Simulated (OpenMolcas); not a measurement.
# Pr⁴⁺ in Cs2NaYF6: CASSCF and CASPT2 levels and susceptibility

Which state of Pr⁴⁺ lies lowest among these ligands, how large is the field, and what χT follows?

Method: state-averaged CASSCF and CASPT2, spin-orbit coupling by RASSI with atomic mean-field integrals. Code: OpenMolcas 26.06.

### Step 1. Starting point

- Species: Pr⁴⁺ (praseodymium, Z = 59, 55 electrons)
- Basis: ANO-RCC-VDZP [7s6p4d2f1g], 176 functions with the ligands
- Scalar Hamiltonian: DKH2, point nucleus
- Inactive shells: 1s 2s 2p 3s 3p 3d 4s 4p 4d 5s 5p of the metal, and all ligand shells
- Active space: 1 electron in 7 orbitals (4f)
- Some configurations of this space: 4f
- Orbitals: optimised for the highest spin of each parity, averaged over all roots

The outer shells:

4f
```
4f [↑ ][  ][  ][  ][  ][  ][  ]
```

Pr⁴⁺ is taken with its 6 nearest fluoride ions at 2.166 Å, on the cation site of Cs2NaYF6 (a = 9.075 Å). The rest of the host is ab initio model potentials to 7.6 Å, with orthogonalisation functions on the cations behind the ligands, and point charges beyond; the distance is set by hand, nothing relaxes, and no local charge compensation is placed. Ligand basis ANO-RCC-VDZP.

```xyz
15

Pr    0.0000    0.0000    0.0000
F     2.1660    0.0000    0.0000
F     0.0000    2.1660    0.0000
F    -2.1660    0.0000    0.0000
F     0.0000   -2.1660    0.0000
F     0.0000    0.0000    2.1660
F     0.0000    0.0000   -2.1660
Cs    2.2687   -2.2687   -2.2687
Cs   -2.2687    2.2687    2.2687
Cs    2.2687   -2.2687    2.2687
Cs   -2.2687    2.2687   -2.2687
Cs    2.2687    2.2687   -2.2687
Cs   -2.2687   -2.2687    2.2687
Cs    2.2687    2.2687    2.2687
Cs   -2.2687   -2.2687   -2.2687
```

Each step is its own input file, run in one work folder so that later steps find the files of earlier ones. Labels, J, g values, rates, χT and fits are worked out afterwards by a script from the matrices that RASSI stores.

### Step 2. GATEWAY and SEWARD: basis and integrals

a.inp reads:

```
&GATEWAY
Basis set
Pr.ANO-RCC-VDZP.
Pr1 0.0 0.0 0.0 Angstrom
End of basis
Basis set
F.ANO-RCC-VDZP.
L1 2.166000 0.000000 0.000000 Angstrom
L2 0.000000 2.166000 0.000000 Angstrom
L3 0.000000 0.000000 2.166000 Angstrom
End of basis
Basis set
Na.EMB-AIMP.Ruiperez.7s4p.1s1p.ECP.Cs2NaYF6.
PseudoCharge
* 3 symmetry-unique lattice sites within 7.6 angstrom
End of basis
Basis set
Cs.EMB-AIMP.Ruiperez.0s.0s.ECP.Cs2NaYF6.
PseudoCharge
* 16 symmetry-unique lattice sites within 7.6 angstrom
End of basis
Basis set
F.EMB-AIMP.Ruiperez.0s.0s.ECP.Cs2NaYF6.
PseudoCharge
* 27 symmetry-unique lattice sites within 7.6 angstrom
End of basis
Basis set
Y.EMB-AIMP.Ruiperez.0s.0s.ECP.Cs2NaYF6.
PseudoCharge
* 6 symmetry-unique lattice sites within 7.6 angstrom
End of basis
Symmetry
XYZ
AngMom=0.0 0.0 0.0
AMFI
RICD
XField
1537 Angstrom 0
* Evjen-weighted lattice charges
&SEWARD
```

The run is started by

```sh
OMP_NUM_THREADS=1 MOLCAS_MEM=2457 MOLCAS_PROJECT=a pymolcas a.inp > a.log
```

### Step 3. Reference wave functions, doublets, 7 roots

a.inp reads:

```
&RASSCF
FileOrb=start.orb
Symmetry=2
Spin=2
nActEl=1 0 0
Inactive=30 27
Ras2=0 7
CIRoot=7 7 1
SDav=7
CIMx=300
Iter=150 100
PrWF=0.3
OrbListing=Nothing
MaxOrb=0
LevShft=1.0
>>> COPY $Project.JobIph JOB001
```

start.orb holds start orbitals that the driver prepared beforehand, or those of the step before.

### Step 4. RASSI: spin-orbit coupling between the states

a.inp reads:

```
&RASSI
NrOfJobIphs=1 7
1 2 3 4 5 6 7
IphNames
JOB001
EJob
SpinOrbit
DIPRint=1.0
SOCoupling=1000.0
Subsets=2
Property=9
'ANGMOM' 1 'ANGMOM' 2 'ANGMOM' 3 'MLTPL  1' 1 'MLTPL  1' 2 'MLTPL  1' 3
'AMFI' 1 'AMFI' 2 'AMFI' 3
SOProperty=3
'ANGMOM' 1 'ANGMOM' 2 'ANGMOM' 3
```

### Step 5. CASPT2: IPEA 0.25, imaginary shift 0.1 (closed shells correlated: 5s 5p of the metal, with ligand shells; the Frozen line counts the rest)

a.inp reads:

```
>>> COPY JOB001 $Project.JobIph
&CASPT2
Multistate=7 1 2 3 4 5 6 7
NoMult
Frozen=17 12
IPEA=0.25
Imaginary=0.1
MaxIter=60
WThr=0.0 0.3 0.05
PrWF=0.5
NoMix
```

(Steps that only read results are left out.)

What does the calculation give? Wanted: spin-free ground state; first state of the same spin within the active space; lowest level; next level.

As calculated:

| quantity | value |
| --- | --- |
| method | SS-CASPT2, IPEA 0.25, imaginary shift 0.1 (closed shells correlated: 5s 5p of the metal, with ligand shells; the Frozen line counts the rest) |
| spin-free ground state | 2A2, 1-fold in its orbital part |
| first state of the same spin within the active space | 2T2 at 839 cm⁻¹ |
| lowest level | 2-fold Γ7, g = 1.15, 1.15, 1.15 |
| next level | 1543.1 cm⁻¹ |
| χT at 300 K | 0.29 cm³ K/mol |
| effective moment at 300 K | 1.53 μB |

Cost by method:

```
                                              method  time of its own steps  time with the reference
                                           A. CASSCF                   15 s                     15 s
B. SS-CASPT2, IPEA 0.25, imaginary shift 0.1, +5s 5p                   32 s                     47 s
```

Times are of one thread on a shared host.

**Reading.** The spin-free ground state (2A2) comes to 100 % from free-ion F terms and keeps the highest spin of the shell. CASPT2 does not keep the components of a term degenerate, and the means are used. The bonds are covalent and no ligand orbital is active, so the numbers are rough.
